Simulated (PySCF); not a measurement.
# C2H6OSi2: the cost of one run

Computed with PySCF 2.14.0, with density-fitted response routines of our own, on a single molecule in the gas phase. Atoms count from 0, in the outputs and in this text.

### 1 The molecule as given

11 atoms, charge 0, multiplicity 1; geometry from: PBE0-D3(BJ)/def2-SVP.

Bonds of the start (Å): C0–C1 1.22, C1–Si2 1.84, Si2–Si3 2.35, Si3–O4 1.67, C0–H5 1.08, Si2–H6 1.49, Si2–H7 1.49, Si3–H8 1.49, Si3–H9 1.50, O4–H10 0.97.

### 2 NMR shieldings: PBE0/pcSseg-2

Job settings and geometry (Å):

```
{"job": {"kind": "nmr", "xc": "PBE0", "basis": "pcSseg-2", "pop": false}, "charge": 0, "multiplicity": 1}
C      1.165549     2.088087     0.925957
C      1.187482     0.925300     0.561596
Si     1.042117    -0.817720    -0.019854
Si    -1.288213    -0.999640    -0.297684
O     -1.790626     0.505981    -0.815834
H      1.178474     3.112991     1.253759
H      1.627625    -1.735149     1.002984
H      1.801499    -0.956323    -1.298817
H     -1.694592    -1.990636    -1.333033
H     -1.900691    -1.397004     1.010267
H     -1.290395     1.238339    -0.435164
```

Level: GIAO PBE0/pcSseg-2 NMR shielding, non-relativistic, gas phase.

Command:

```sh
$ OMP_NUM_THREADS=1 python probes_run.py task.json out
```

The driver reads the jobs from task.json and runs them one after another.

Q: Estimate the wall time and peak memory of this first job on 1 thread of Intel Xeon 6975P-C, shared host.

About 25 s, with a peak of 1.1 GiB.
